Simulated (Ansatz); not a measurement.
**Ga3PN2: the cell at several levels of theory**

Cell and atoms of Ga3PN2 as one 6-atom ordering (P3m1) on the zincblende lattice are relaxed in turn with PBE and r2SCAN. This is a trial cell built on a prototype, not taken from a measured structure, and it needn't be the compound's ground state.

The runs shown are made with Ansatz 0.2.0. PAW datasets, plane waves, zero pressure. (Calculated; spin-unpolarised; the phase may be known or hypothetical.)

## Step 1: The structure to begin with

This is the cell as the run starts from it, not yet at rest; its lengths are not the crystal's.

It is trigonal, P3m1 (No. 156); conventional cell a = 3.209 Å, c = 7.859 Å, 11.68 Å³ an atom. Around N lie 4 Ga at 1.96 Å; around P lie 4 Ga at 1.96 Å; around Ga lie 4 N at 1.96 Å; around Ga lie 1 P at 1.96 Å and 3 N at 1.96 Å.

Structure file:

```cif
data_structure
_symmetry_space_group_name_H-M 'P3m1'
_symmetry_Int_Tables_number 156
_cell_length_a 3.2085
_cell_length_b 3.2085
_cell_length_c 7.8592
_cell_angle_alpha 90.000
_cell_angle_beta 90.000
_cell_angle_gamma 120.000
_cell_volume 70.07
loop_
_atom_site_label
_atom_site_type_symbol
_atom_site_symmetry_multiplicity
_atom_site_Wyckoff_symbol
_atom_site_fract_x
_atom_site_fract_y
_atom_site_fract_z
_atom_site_occupancy
N1 N 1 b 0.33333 0.66667 0.00000 1
N2 N 1 c 0.66667 0.33333 0.33333 1
P1 P 1 a 0.00000 0.00000 0.66667 1
Ga1 Ga 1 c 0.66667 0.33333 0.08333 1
Ga2 Ga 1 a 0.00000 0.00000 0.41667 1
Ga3 Ga 1 b 0.33333 0.66667 0.75000 1
```

## Step 2: Relaxation with PBE

Input file input.yaml:

```yaml
crystal:
  lattice:
    - [3.2085049644, 0.0, 0.0]
    - [-1.6042524822, 2.7786468074, 0.0]
    - [0.0, 0.0, 7.8592]
  atoms:
    - { symbol: "N", position: [0.0, 0.0, 0.0] }
    - { symbol: "N", position: [0.3333333333, 0.6666666667, 0.3333333333] }
    - { symbol: P, position: [0.6666666667, 0.3333333333, 0.6666666667] }
    - { symbol: Ga, position: [0.3333333333, 0.6666666667, 0.0833333333] }
    - { symbol: Ga, position: [0.6666666667, 0.3333333333, 0.4166666667] }
    - { symbol: Ga, position: [0.0, 0.0, 0.75] }
kpoints:
  mp_grid: { grid: [12, 12, 4] }
hamiltonian:
  xc: pbe
scf:
  occupations: { method: fermi_dirac, width: 0.02 }
relax:
  f_tol: 0.005
  cell: {}
output:
  write_density: true
  write_potential: true
  elf: true
  volumetric_format: npy
```

The run is started by

```bash
ansatz run input.yaml --threads 4 --pin off --max-ram 6451MiB --backend cpu --events-out ev --progress --plain --runs-dir out
```

After this run come: r2SCAN: cell and atoms.

What does the calculation give? Wanted: for each run, a; c; volume; space group; SCF geometries.

**Answer**, as computed:

| level | a (Å) | c (Å) | volume (Å³/atom) | space group | SCF geometries |
| --- | --- | --- | --- | --- | --- |
| PBE | 3.430 | 8.563 | 14.541 | P3m1 | 10 |
| r2SCAN | 3.396 | 8.445 | 14.061 | P3m1 | 6 |

From the start to the first minimum the volume moved by +24.5 %. The volume runs from r2SCAN (least) to PBE (most), a spread of 3.4 %, or 1.1 % in length if all axes shared it alike.
